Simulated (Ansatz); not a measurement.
Task: a comparison of functionals at one structure of Ti3Ga, space group I4/mmm, with Ansatz 0.2.0, Python API. Give the script and its output. Use (first run): PBEsol, PAW, cutoff 450 eV, 8×8×8 k-points, cold smearing of 0.15 eV. The script varies functional: pbesol, lda, blyp.

```xyz
4
Lattice="-1.9520 1.9520 4.2636 1.9520 -1.9520 4.2636 1.9520 1.9520 -4.2636" Properties=species:S:1:pos:R:3 pbc="T T T"
Ti    0.0000    1.9520    2.1318
Ti    1.9520    0.0000    2.1318
Ti    0.0000    0.0000    4.2636
Ga    0.0000    0.0000    0.0000
```

Script `run_xc.py`:
```python
import ansatz

lattice = ansatz.Lattice.of(
    (-1.95199, 1.95199, 4.26365),
    (1.95199, -1.95199, 4.26365),
    (1.95199, 1.95199, -4.26365),
)
sites = [
    ("Ti", (0.75, 0.25, 0.5)),
    ("Ti", (0.25, 0.75, 0.5)),
    ("Ti", (0.5, 0.5, 0.0)),
    ("Ga", (0.0, 0.0, 0.0)),
]
xtal = ansatz.Crystal(lattice=lattice)
for symbol, position in sites:
    xtal = xtal.atom(symbol, position)

job = (
    xtal.calculation()
    .pseudopotentials("paw")
    .kpoints(8, 8, 8, center="gamma")
    .basis(450)
    .occupations("Marzari-Vanderbilt", width=0.15)
)

rows = []
for value in ["pbesol", "lda", "blyp"]:
    report = job.functional(value).run().report
    rows.append((value, report["free_energy_ev"] / len(report["lattice"]["sites"]), report["n_iterations"], report["n_kpoints"]))

print("  functional   F/atom (eV)    iterations      k-points")
for row in rows:
    print(f"{str(row[0]):>12s}  {row[1]:12.5f}  {row[2]:12d}  {row[3]:12d}")
```

`python run_xc.py` gives:
```text
  functional   F/atom (eV)    iterations      k-points
      pbesol   -2791.56196             7            59
         lda   -2764.80702             7            59
        blyp   -2827.87632             8            59
```

Caveats:
- BLYP can be off by several per cent in the lattices of metals, and by several GPa in the pressure at a fixed cell.
- For a metal this k-point mesh is coarse: on a finer one energies can move by several to tens of meV an atom and pressures by half a GPa or more, differences at one mesh by less.
- This cell is a computed structure, which may not be the phase found in nature.
- Total energies of different functionals can't be compared; pressures, moments and gaps at this one structure can.
- Finished in 18 s on 1 thread of Arm Neoverse V2, on a shared host, peak memory 0.46 GiB.
